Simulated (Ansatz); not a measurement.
# C2H4HfO3: the cost of one run

Method: the settings change from run to run; program: Ansatz 0.2.0, Gaussian basis.

### Step 1. The relaxed structure

An earlier PBE0-D4 in a triple-zeta def2 set relaxation fixed the geometry. Hf takes a core potential in def2 sets; no spin-orbit term is included.

10 atoms, charge 0, spin multiplicity 1.

Atoms are counted from 1 here; the program's logs count them from 0.

Bond lengths: C1–C2 1.214 Å, C1–H7 1.067 Å, C2–Hf3 2.207 Å, Hf3–O4 1.920 Å, Hf3–O5 1.920 Å, Hf3–O6 1.920 Å, O4–H8 0.951 Å, O5–H9 0.951 Å, O6–H10 0.951 Å. Angles: C2–C1–H7 180.0°, C1–C2–Hf3 180.0°, C2–Hf3–O4 107.6°, C2–Hf3–O5 107.6°, C2–Hf3–O6 107.6°, O4–Hf3–O5 111.3°, O4–Hf3–O6 111.3°, O5–Hf3–O6 111.3°, Hf3–O4–H8 159.6°, Hf3–O5–H9 159.7°, Hf3–O6–H10 159.6°.

### Step 2. rPW86-PBE/ANO-RCC-VTZP

Options: high accuracy.

Contents of in.yaml:

```yaml
crystal:
  periodic: [false, false, false]
  atoms:
    - {symbol: C, position_ang: [0.805406, -1.200576, -2.493675]}
    - {symbol: C, position_ang: [0.465979, -0.694739, -1.443079]}
    - {symbol: Hf, position_ang: [-0.150662, 0.224589, 0.466366]}
    - {symbol: O, position_ang: [-0.485115, -1.196139, 1.713858]}
    - {symbol: O, position_ang: [-1.741268, 1.246717, 0.132084]}
    - {symbol: O, position_ang: [1.287680, 1.349048, 1.060779]}
    - {symbol: H, position_ang: [1.103556, -1.644910, -3.416527]}
    - {symbol: H, position_ang: [-0.958018, -1.764374, 2.312757]}
    - {symbol: H, position_ang: [-2.320205, 1.998405, 0.061330]}
    - {symbol: H, position_ang: [1.992648, 1.681971, 1.606118]}
basis:
  gaussian: {orbitals: ANO-RCC-VTZP}
hamiltonian: {xc: {name: rPW86-PBE}}
accuracy: high
output: {forces: true}
```

On the command line:

```console
> ansatz run in.yaml --threads 4 --pin off --events-out ev --progress --plain --max-ram 11315MiB
```

**Question.** How long does this run take on 4 threads of Arm Neoverse V2, shared host, and how much memory does it need?

About 6.5 min, with a peak of 4 GiB.
